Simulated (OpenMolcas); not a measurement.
**W⁵⁺ among point charges: CASSCF and CASPT2 levels and susceptibility**

How does a field of 6 point charges split the states of W⁵⁺, and what χT follows?

Method: state-averaged CASSCF and CASPT2, spin-orbit coupling by RASSI with atomic mean-field integrals. Code: OpenMolcas 26.06.

## 1. What is computed

```
Species                           : W⁵⁺ (tungsten, Z = 74, 69 electrons)
Basis                             : ANO-RCC-VTZP [8s7p5d3f2g1h], 104 functions
Scalar Hamiltonian                : DKH2, point nucleus
Inactive shells                   : 1s 2s 2p 3s 3p 3d 4s 4p 4d 4f 5s 5p
Active space                      : 1 electron in 5 orbitals (5d)
Some configurations of this space : 5d
Orbitals                          : optimised for each spin and parity, averaged over all roots
```

Outer shells as boxes (Hund's rule):

5d
```
5d [↑ ][  ][  ][  ][  ]
```

The ion sits among 6 point charges of -1.5 e arranged as a trigonal prism (D3h), 2.06 Å from the ion, with a polar angle of 48.1° against the regular 49.1°.

The work runs as a chain of OpenMolcas steps in one folder; each step below is one input file. Labels, J, g values, rates, χT and fits are worked out afterwards by a script from the matrices that RASSI stores.

## 2. Basis and integrals

The input, a.inp:

```
&GATEWAY
Coord
1

W 0.0 0.0 0.0
Basis=ANO-RCC-VTZP
Group=NoSym
NoMove
AngMom=0.0 0.0 0.0
AMFI
XField
6 Angstrom 0
1.533714 0.000000 1.375253 -1.500000
-0.766857 1.328235 1.375253 -1.500000
-0.766857 -1.328235 1.375253 -1.500000
1.533714 0.000000 -1.375253 -1.500000
-0.766857 1.328235 -1.375253 -1.500000
-0.766857 -1.328235 -1.375253 -1.500000
&SEWARD
```

## 3. Reference wave functions, doublets, 5 roots

The input, a.inp:

```
&RASSCF
FileOrb=start.orb
Symmetry=1
Spin=2
nActEl=1 0 0
Inactive=34
Ras2=5
CIRoot=5 5 1
SDav=5
CIMx=300
Iter=120 100
PrWF=0.3
OrbListing=Nothing
MaxOrb=0
>>> COPY $Project.JobIph JOB001
```

start.orb holds the contracted functions of the basis, ordered by shell, or the orbitals of the step before.

## 4. RASSI: spin-orbit coupling between the states

The input, a.inp:

```
&RASSI
NrOfJobIphs=1 5
1 2 3 4 5
IphNames
JOB001
EJob
SpinOrbit
DIPRint=1.0
SOCoupling=1000.0
Subsets=2
Property=9
'ANGMOM' 1 'ANGMOM' 2 'ANGMOM' 3 'MLTPL  1' 1 'MLTPL  1' 2 'MLTPL  1' 3
'AMFI' 1 'AMFI' 2 'AMFI' 3
SOProperty=3
'ANGMOM' 1 'ANGMOM' 2 'ANGMOM' 3
```

## 5. CASPT2: IPEA 0.25, imaginary shift 0.1 (closed shells correlated: 4f 5s 5p)

The input, a.inp:

```
>>> COPY JOB001 $Project.JobIph
&CASPT2
Multistate=5 1 2 3 4 5
NoMult
Frozen=23
IPEA=0.25
Imaginary=0.1
MaxIter=60
WThr=0.0 0.3 0.05
PrWF=0.5
NoMix
```

(Steps that only read results are left out.)

Before running it: what results should come out? Wanted: spin-free ground state; first state of the same spin within the active space; lowest level; next level.

The runs gave:

| quantity | value |
| --- | --- |
| method | SS-CASPT2, IPEA 0.25, imaginary shift 0.1 (closed shells correlated: 4f 5s 5p) |
| spin-free ground state | 2E, 2-fold in its orbital part |
| first state of the same spin within the active space | 2A1 at 5350 cm⁻¹ |
| lowest level | 2-fold E3/2, g = 0.00, 0.00, 2.07 |
| next level | 6406.7 cm⁻¹ |
| χT at 300 K | 0.15 cm³ K/mol |
| effective moment at 300 K | 1.10 μB |

Cost by method:

| method | time of its own steps | time with the reference |
| --- | --- | --- |
| A. CASSCF | 4.3 s | 4.3 s |
| B. SS-CASPT2, IPEA 0.25, imaginary shift 0.1, +4f 5s 5p | 4.7 s | 9 s |

Times are of one thread on a shared host.

The spin-free ground state (2E) comes to 100 % from free-ion D terms and keeps the highest spin of the shell. χT at 300 K is 0.15, against 0.38 cm³ K/mol for the spin alone, so orbital moment lowers it. CASPT2 does not keep the components of a term degenerate, and the means are used. The field of point charges can differ much from that of real complexes. This is an electrostatic model: the charges have no orbitals.
